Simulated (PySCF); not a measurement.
**C₃H₉F₂NSi₂: electronic excitations**

What electronic excitations should C₃H₉F₂NSi₂ (`C[C@@H]1N[Si@H]([SiH3])C1(F)F`) show?

Programs: PySCF 2.14.0, with density-fitted response routines of our own. Each step states its level of theory. These are calculated values for one molecule in the gas phase, unless marked as measured. Atoms are numbered from 0 throughout.

## 1. The molecule as given

17 atoms, charge 0, multiplicity 1; geometry from: GFN2-xTB.

Bonds of the start (Å): C0–C1 1.52, C1–N2 1.46, N2–Si3 1.72, Si3–Si4 2.30, Si3–C5 1.94, C5–F6 1.37, C5–F7 1.37, C5–C1 1.53, C0–H8 1.09, C0–H9 1.09, C0–H10 1.09, C1–H11 1.10, N2–H12 1.01, Si3–H13 1.47, Si4–H14 1.47, Si4–H15 1.46, Si4–H16 1.47.

## 2. Ultraviolet spectrum: PBE0/def2-SVPD

The job: settings as JSON, then the geometry in Å.

```
{"job": {"kind": "uv", "xc": "PBE0", "basis": "def2-SVPD", "nstates": 8, "ntriplets": 3}, "charge": 0, "multiplicity": 1}
C     -2.135530     0.463059    -0.245650
C     -1.308087    -0.489679     0.599628
N     -0.391288     0.186930     1.505619
Si     1.121116    -0.471942     1.010883
Si     2.622399     0.994026     0.060595
C     -0.216105    -1.253503    -0.161453
F     -0.398728    -2.606900    -0.126095
F     -0.159126    -0.948335    -1.493328
H     -2.817017     1.027355     0.387273
H     -2.714310    -0.095269    -0.977173
H     -1.480941     1.155358    -0.770169
H     -1.963963    -1.194373     1.126887
H     -0.747250     0.781828     2.233863
H      1.607575    -1.549552     1.891478
H      2.011411     2.235179    -0.426368
H      3.358333     0.401074    -1.057040
H      3.604514     1.376774     1.080603
```

With the program's defaults for keys left out, this is: TDDFT PBE0/def2-SVPD, vertical, gas phase, core orbitals frozen in the response.

Run with:

```bash
$ OMP_NUM_THREADS=1 python probes_run.py task.json out
```

This one command runs all jobs of the session in turn.

What will the session give for the following? lowest singlet (PBE0/def2-SVPD); brightest single state of those computed; lowest triplet. Wanted: lowest singlet; brightest single state of those computed; lowest triplet.

As calculated:

| quantity | value |
| --- | --- |
| lowest singlet (PBE0/def2-SVPD) | 4.63 eV (268 nm), f = 0.006 |
| brightest single state of those computed | state 3, 5.73 eV, f = 0.052 |
| lowest triplet | 4.27 eV |

The first singlet state (HOMO→LUMO 0.99) lies at 4.63 eV and is weak; of the 8 states computed, the strongest absorption comes from states 5 to 6 together at 6.54 eV. The lowest triplet lies 0.36 eV below the lowest singlet (triplets in Tamm-Dancoff, singlets in full TDDFT).
